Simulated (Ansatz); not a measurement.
# NbPdO2: the cost of one run

Computed with Ansatz 0.2.0 (DFT PBE, scalar-relativistic, plane waves, PAW, unless a step's input says otherwise).

1 further run of the same task is left out (set aside as unsound or not needed).

## (1) The starting structure

It takes space group P6_3/mmc (No. 194, hexagonal). The conventional cell has a = 2.797 Å, b = 2.797 Å, c = 12.516 Å, α = 90.00°, β = 90.00°, γ = 120.00°. Around Nb (site symmetry -6m2) lie 6 O at 2.61 Å and 6 Nb at 2.80 Å. Pd (site symmetry -3m) is surrounded by 6 O at 1.94 Å. Around O (site symmetry 3m) lie 3 Pd at 1.94 Å and 3 Nb at 2.61 Å.

Coordinates:

```cif
data_structure
_symmetry_space_group_name_H-M 'P 1'
_symmetry_Int_Tables_number 1
_cell_length_a 2.7965
_cell_length_b 2.7965
_cell_length_c 12.5158
_cell_angle_alpha 90.000
_cell_angle_beta 90.000
_cell_angle_gamma 120.000
_cell_volume 84.77
loop_
_atom_site_label
_atom_site_type_symbol
_atom_site_fract_x
_atom_site_fract_y
_atom_site_fract_z
_atom_site_occupancy
Nb1 Nb 0.33333 0.66667 0.75000 1
Nb2 Nb 0.66667 0.33333 0.25000 1
Pd1 Pd 0.00000 0.00000 0.50000 1
Pd2 Pd 0.00000 0.00000 0.00000 1
O1 O 0.33333 0.66667 0.41400 1
O2 O 0.66667 0.33333 0.91400 1
O3 O 0.66667 0.33333 0.58600 1
O4 O 0.33333 0.66667 0.08600 1
```

(A quick probe on a coarse mesh, which set the mesh and smearing, is not shown.)

## (3) Rough relaxation on the coarse mesh

Input file input.yaml:

```yaml
crystal:
  lattice:
    - [2.7965077584, 0.0, 0.0]
    - [-1.3982538792, 2.4218467606, 0.0]
    - [0.0, 0.0, 12.5158389185]
  atoms:
    - { symbol: Nb, position: [0.3333333333, 0.6666666667, 0.75] }
    - { symbol: Nb, position: [0.6666666667, 0.3333333333, 0.25] }
    - { symbol: Pd, position: [0.0, 0.0, 0.5] }
    - { symbol: Pd, position: [0.0, 0.0, 0.0] }
    - { symbol: O, position: [0.3333333333, 0.6666666667, 0.414] }
    - { symbol: O, position: [0.6666666667, 0.3333333333, 0.914] }
    - { symbol: O, position: [0.6666666667, 0.3333333333, 0.586] }
    - { symbol: O, position: [0.3333333333, 0.6666666667, 0.086] }
basis:
  ecutwfc: 420
kpoints:
  mp_grid: { grid: [6, 6, 2] }
hamiltonian:
  xc: pbe
scf:
  occupations: { method: gaussian, width: 0.1 }
  lower_state_search: "off"
output:
  forces: true
  stress: true
  eigenvalues: true
relax:
  adjacent_minimum: "off"
  f_tol: 0.04
  max_steps: 70
  cell: { stress_tol: 0.4 }
```

Launch:

```
$ ansatz run input.yaml --threads 1 --pin off --max-ram 2560MiB --backend cpu --events-out ev --progress --plain --runs-dir out
```

**Question.** How long does this run take on 1 thread of Arm Neoverse V1, shared host, and how much memory does it need?

About 86 s, with a peak of 0.36 GiB.
